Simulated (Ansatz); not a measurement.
# AlGaHF (triplet): from Hartree-Fock to the top rungs, cc-pVDZ

Aim: climb from Hartree-Fock through coupled cluster and multireference methods for AlGaHF (triplet) at one geometry and basis, and see what each rung misses.

Program: Ansatz 0.2.0, Gaussian basis. Level of theory: cc-pVDZ, core rule «outside noble gas», up to 20 orbitals frozen. These are calculated values, not measurements.

The runs, in order: UHF; CCSD(T) on ROHF; CCSD(T) on UHF; BCCD(T) on ROHF; CISD; CCSDT(Q) on ROHF; CCSDT(Q) on UHF; CASSCF and NEVPT2, 10 electrons in 10 orbitals.

27 further runs of the same task are left out: 17 that didn't finish, 10 set aside as unsound or not needed.

## 1. The system

The geometry is a PBE0/def2-TZVP stationary point (not a proven minimum). No spin-orbit coupling is included. The filled d shell of Ga may be among the frozen orbitals whatever the setting's name suggests; the logs give the count.

4 atoms, charge 0, spin multiplicity 3.

Atoms are counted from 1 here; the program's logs count them from 0.

Bond lengths: Al1–Ga2 2.489 Å, Ga2–F3 1.768 Å, Ga2–H4 1.568 Å. Angles: Al1–Ga2–F3 112.3°, Al1–Ga2–H4 130.1°, F3–Ga2–H4 117.6°.

Coordinates:

```xyz
4
charge 0, multiplicity 3
Al    0.0000   -0.2818    2.0284
Ga    0.0000    0.3661   -0.3749
F     0.0000   -1.0381   -1.4496
H     0.0000    1.7867   -1.0380
```

## 2. UHF

File in.yaml:

```yaml
crystal:
  periodic: [false, false, false]
  atoms:
    - {symbol: Al, position_ang: [0.000000, -0.281835, 2.028359]}
    - {symbol: Ga, position_ang: [0.000000, 0.366101, -0.374949]}
    - {symbol: F, position_ang: [0.000000, -1.038096, -1.449566]}
    - {symbol: H, position_ang: [0.000000, 1.786664, -1.038005]}
basis:
  gaussian: {orbitals: cc-pVDZ}
magnetization: {spin_polarized: true, initial_magnetization: 2}
hamiltonian: {xc: hf}
output: {orbitals: {seedname: orbitals}}
```

Launch:

```console
ansatz run in.yaml --threads 1 --pin off --events-out ev --progress --plain --max-ram 2393MiB
```

The runs that follow: CCSD(T) on ROHF; CCSD(T) on UHF; BCCD(T) on ROHF; CISD; CCSDT(Q) on ROHF; CCSDT(Q) on UHF; CASSCF and NEVPT2, 10 electrons in 10 orbitals.

Before running them: what should the planned runs give, taken together? Wanted: UCCSDT(Q) below the RHF energy; RMP2 from UCCSDT(Q); UMP2 from UCCSDT(Q); RCCSD from UCCSDT(Q); RCCSD(T) from UCCSDT(Q); UCCSD(T) from UCCSDT(Q); RCCSDT(Q) from UCCSDT(Q); T1 diagnostic.

The runs gave:

| quantity | value |
| --- | --- |
| UCCSDT(Q) below the RHF energy | -8.5875 eV |
| RMP2 from UCCSDT(Q) | +940.3 meV |
| UMP2 from UCCSDT(Q) | +918.3 meV |
| RCCSD from UCCSDT(Q) | +253.1 meV |
| RCCSD(T) from UCCSDT(Q) | +59.9 meV |
| UCCSD(T) from UCCSDT(Q) | +57.3 meV |
| RCCSDT(Q) from UCCSDT(Q) | +5.5 meV |
| levels within 1 kcal/mol (43 meV) | RCCSDT, UCCSDT, RCCSDT(Q) |
| T1 diagnostic | 0.036 |

In words: RCCSD(T) lands +59.9 meV from the yardstick (0.7 % of the correlation energy). These misses are within one basis, not against nature; the frozen cores of restricted and unrestricted runs differ, which can shift their rows.
